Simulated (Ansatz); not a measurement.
# C2H8GeO2Si: up Jacob's ladder to CCSD(T)

Aim: compute C2H8GeO2Si with functionals from several rungs and with coupled cluster. The yardstick is the atomisation energy at the CCSD(T) limit.

Computed with Ansatz 0.2.0, Gaussian basis. Level: functionals in def2-TZVPP, the program's frozen cores in correlated methods.

The runs, in order: PBE-D4, r2SCAN-D4, PBE0-D4, B3LYP-D4, ωB97X-V, ωB97M-V, B2PLYP; CCSD(T)/def2-TZVPP; MP2/def2-QZVPP; extrapolation to the limit.

## Step 1: Structure used throughout

An earlier PBE0-D4 in a triple-zeta def2 set relaxation fixed the geometry.

SMILES `O[SiH](O)/C=[CH]\[GeH3]`, 14 atoms, charge 0, spin multiplicity 1.

Atoms are counted from 1 here; the program's logs count them from 0.

Bond lengths: O1–Si2 1.646 Å, O1–H7 0.958 Å, Si2–O3 1.639 Å, Si2–C4 1.849 Å, Si2–H8 1.491 Å, O3–H9 0.958 Å, C4–C5 1.335 Å, C4–H10 1.091 Å, C5–Ge6 1.953 Å, C5–H11 1.090 Å, Ge6–H12 1.535 Å, Ge6–H13 1.538 Å, Ge6–H14 1.541 Å. Angles: Si2–O1–H7 117.3°, O1–Si2–O3 112.4°, O1–Si2–C4 109.2°, O1–Si2–H8 107.2°, O3–Si2–C4 104.5°, O3–Si2–H8 110.1°, C4–Si2–H8 113.6°, Si2–O3–H9 118.3°, Si2–C4–C5 126.0°, Si2–C4–H10 116.3°, C5–C4–H10 117.8°, C4–C5–Ge6 127.8°, C4–C5–H11 118.2°, Ge6–C5–H11 114.0°, C5–Ge6–H12 112.0°, C5–Ge6–H13 111.7°, C5–Ge6–H14 106.8°, H12–Ge6–H13 109.7° and more.

## Step 2: PBE-D4 (GGA)

in.yaml reads:

```yaml
crystal:
  periodic: [false, false, false]
  atoms:
    - {symbol: O, position_ang: [-0.051825, -1.742748, 0.027270]}
    - {symbol: Si, position_ang: [0.659171, -0.755950, -1.082223]}
    - {symbol: O, position_ang: [2.170971, -1.249541, -1.478863]}
    - {symbol: C, position_ang: [0.900672, 0.919960, -0.339476]}
    - {symbol: C, position_ang: [0.135182, 1.478391, 0.600721]}
    - {symbol: Ge, position_ang: [-1.462647, 0.735077, 1.442299]}
    - {symbol: H, position_ang: [-0.836773, -2.217900, -0.246885]}
    - {symbol: H, position_ang: [-0.211952, -0.752973, -2.292705]}
    - {symbol: H, position_ang: [2.273236, -2.097019, -1.913085]}
    - {symbol: H, position_ang: [1.755215, 1.491851, -0.705060]}
    - {symbol: H, position_ang: [0.399726, 2.475006, 0.955339]}
    - {symbol: H, position_ang: [-1.115131, -0.222189, 2.590639]}
    - {symbol: H, position_ang: [-2.359852, 0.014966, 0.421218]}
    - {symbol: H, position_ang: [-2.255994, 1.923068, 2.020822]}
basis:
  gaussian: {orbitals: def2-TZVPP}
hamiltonian: {xc: pbe, dispersion: d4}
output: {forces: true, orbitals: {seedname: orbitals}}
```

The run is started by

```sh
> ansatz run in.yaml --threads 2 --pin off --events-out ev --progress --plain --max-ram 22528MiB --backend cuda --devices 0, --max-vram 18GiB
```

The runs that follow: r2SCAN-D4 (meta-GGA); PBE0-D4 (hybrid); B3LYP-D4 (hybrid); ωB97X-V (range-separated); ωB97M-V (range-separated); B2PLYP (double hybrid); CCSD(T) in def2-TZVPP; MP2 in def2-QZVPP.

Before running them: what should the planned runs give, taken together? Wanted: atomisation energy, CCSD(T)/CBS; farthest; mean size of error, hybrid; mean size of error, range-separated; gap, smallest and largest; T1 diagnostic; triples share of the correlation energy.

**Answer**, as computed:

```
                               quantity                                          value
        atomisation energy, CCSD(T)/CBS                                      53.784 eV
    functionals within 0.538 eV (1.0 %)  PBE-D4, r2SCAN-D4, B3LYP-D4, ωB97X-V, ωB97M-V
                               farthest                             B2PLYP (-0.906 eV)
             mean size of error, hybrid                                       0.526 eV
    mean size of error, range-separated                                       0.166 eV
              gap, smallest and largest           4.85 eV (PBE-D4), 11.46 eV (ωB97X-V)
                          T1 diagnostic                                         0.0120
triples share of the correlation energy                                          3.8 %
```

What this shows: PBE-D4 misses by +0.293 eV. Double hybrids carry the basis error of their MP2 part in triple zeta, and no dispersion term here, so their miss is partly the set-up's. Misses under about 0.538 eV are within the doubt on the reference itself, which lacks core-valence correlation, relativity and higher excitations, and its outer-core shells are covered unevenly. Hartree-Fock recovers 72 % of the binding; the rest is correlation. The gap grows from 4.8 to 11.5 eV across the functionals, mostly with the share of exact exchange. The restricted reference is unstable towards a spin-broken one. Correlated methods include outer-core shells of Ge, which these sets cover unevenly.
